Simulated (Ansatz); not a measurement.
# C₂H₃BCl₂ (SMILES C=CB(Cl)Cl): a rigid scan of the bond length C1–H7

The task here is to estimate one member of a computed series from the others.

Method: single points in def2-TZVPP; program: Ansatz 0.2.0, Gaussian basis.

Levels: PBE-D4, r2SCAN-D4, PBE0-D4, B3LYP-D4, wB97M-V, Hartree-Fock, MP2, CCSD, CCSD(T). The scan takes 0.890, 0.936, 1.003, 1.081, 1.168, 1.261, 1.361, 1.465, 1.574 Å.

Cores are frozen in the correlated methods. B3LYP uses VWN-RPA correlation.

27 further runs of the same task are left out: 27 set aside as unsound or not needed.

### The starting structure

The minimum, relaxed at PBE0-D4: SMILES `C=CB(Cl)Cl`, 8 atoms, charge 0, spin multiplicity 1.

Atoms are counted from 1 here; the program's logs count them from 0.

Bond lengths: C1–C2 1.334 Å, C1–H6 1.085 Å, C1–H7 1.086 Å, C2–B3 1.537 Å, C2–H8 1.087 Å, B3–Cl4 1.750 Å, B3–Cl5 1.751 Å. Angles: C2–C1–H6 122.1°, C2–C1–H7 121.2°, H6–C1–H7 116.7°, C1–C2–B3 123.3°, C1–C2–H8 118.7°, B3–C2–H8 118.0°, C2–B3–Cl4 119.9°, C2–B3–Cl5 122.1°, Cl4–B3–Cl5 118.0°.

Coordinates:

```xyz
8
charge 0, multiplicity 1
C     0.48411    0.92331    0.80201
C    -0.05777   -0.25678    0.49564
B    -0.36557   -0.69618   -0.94471
Cl   -1.07672   -2.26682   -1.24440
Cl   -0.02695    0.33034   -2.32286
H     0.69306    1.21277    1.82705
H     0.73771    1.64296    0.02988
H    -0.29568   -0.94681    1.30169
```

Energies of the minimum (eV), from earlier single points: PBE-D4 -27834.09780, r2SCAN-D4 -27844.79639, PBE0-D4 -27836.48714, B3LYP-D4 -27849.46121, wB97M-V -27845.68204, CCSD(T) -27815.00178.

At the minimum the bond length C1–H7 is 1.086 Å.

The first run:

File ccsdt-tzvpp/in.yaml:

```yaml
crystal:
  periodic: [false, false, false]
  atoms:
    - {symbol: C, position_ang: [0.484112, 0.923313, 0.802010]}
    - {symbol: C, position_ang: [-0.057768, -0.256781, 0.495643]}
    - {symbol: B, position_ang: [-0.365570, -0.696181, -0.944710]}
    - {symbol: Cl, position_ang: [-1.076716, -2.266818, -1.244401]}
    - {symbol: Cl, position_ang: [-0.026952, 0.330345, -2.322864]}
    - {symbol: H, position_ang: [0.693062, 1.212770, 1.827054]}
    - {symbol: H, position_ang: [0.692032, 1.513330, 0.168962]}
    - {symbol: H, position_ang: [-0.295680, -0.946809, 1.301689]}
basis:
  gaussian: {orbitals: def2-TZVPP}
correlation: {method: ccsd_t}
```

No record of the launch command was kept for these runs.

Among the steps run: C1–H7 = 0.890 Å; C1–H7 = 0.936 Å; C1–H7 = 1.003 Å; C1–H7 = 1.081 Å; C1–H7 = 1.168 Å; C1–H7 = 1.261 Å; C1–H7 = 1.361 Å; C1–H7 = 1.465 Å; C1–H7 = 1.574 Å.

One of the session's tables, all rows but one given; the rest of the session is left out.

Energies less that of the minimum at the same level (meV):

| bond length (Å) | PBE-D4 | PBE0-D4 | B3LYP-D4 | wB97M-V | Hartree-Fock |
| --- | --- | --- | --- | --- | --- |
| 0.890 | 1026 | 987 | 958 | 965 | 923 |
| 0.936 | 554 | 521 | 503 | 507 | 469 |
| 1.003 | 157 | 137 | 129 | 131 | 105 |
| 1.081 | ? | ? | ? | ? | ? |
| 1.086 (minimum) | 0 | 0 | 0 | 0 | 0 |
| 1.168 | 81 | 104 | 107 | 108 | 142 |
| 1.261 | 344 | 396 | 399 | 403 | 485 |
| 1.361 | 740 | 826 | 823 | 837 | 977 |
| 1.465 | 1202 | 1329 | 1311 | 1349 | 1556 |
| 1.574 | 1710 | 1880 | 1848 | 1906 | 2188 |

Q: Estimate the row for bond length (Å) = 1.081 from the others.

**Answer.** PBE-D4: 1; PBE0-D4: 0; B3LYP-D4: 0; wB97M-V: 0; Hartree-Fock: -2.

Limits of these values: A polynomial through the near points puts the CCSD(T) minimum 0.003 Å below the PBE0-D4 value.
